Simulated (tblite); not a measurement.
# C3H14BNSi2: the cost of one run

Computed with tblite 0.8.0 and PySCF 2.14.0, with density-fitted response routines of our own, on a single molecule in the gas phase. Atoms are numbered from 0 throughout.

## (1) The starting structure

21 atoms, charge 0, multiplicity 1; geometry from: force field or distance geometry start.

Bonds of the start (Å): C0–B1 1.59, B1–C2 1.58, C2–Si3 1.86, Si3–Si4 2.22, Si4–C5 1.89, Si4–N6 1.79, C0–H7 1.11, C0–H8 1.10, C0–H9 1.11, B1–H10 1.18, C2–H11 1.11, C2–H12 1.10, Si3–H13 1.47, Si3–H14 1.47, Si4–H15 1.45, C5–H16 1.13, C5–H17 1.11, C5–H18 1.09, N6–H19 1.05, N6–H20 1.05.

## (2) Geometry optimisation with GFN2-xTB

The job: settings as JSON, then the geometry in Å.

```
{"job": {"kind": "relax", "xc": "GFN2-xTB", "basis": "xTB"}, "charge": 0, "multiplicity": 1}
C      3.250800     0.797200     0.134100
B      2.806200    -0.666800     0.557300
C      1.415600    -1.229100     0.056500
Si     0.200400     0.175200     0.213900
Si    -1.916700    -0.408000    -0.091600
C     -2.760500     1.115700    -0.814900
N     -2.791000    -0.742200     1.431200
H      3.908200     1.263900     0.890400
H      2.384500     1.446400    -0.050800
H      3.768400     0.699300    -0.840600
H      3.467100    -1.213600     1.366100
H      1.558800    -1.496200    -1.013900
H      1.110600    -2.147900     0.581700
H      0.521100     1.148900    -0.843200
H      0.411200     0.800600     1.526900
H     -2.096100    -1.537600    -0.990700
H     -2.850100     1.847500     0.036100
H     -2.044300     1.536300    -1.557000
H     -3.721800     0.857400    -1.259700
H     -3.782100    -0.446300     1.260500
H     -2.849200    -1.783700     1.562000
```

The run is started by

```sh
$ OMP_NUM_THREADS=1 python probes_run.py task.json out
```

One launch serves the whole session: the jobs run in the order shown.

**Question.** How long does this first job take on 1 thread of Intel Xeon at 2.50GHz, shared host, and how much memory does it need?

About 4.8 s, with a peak of 0.18 GiB.
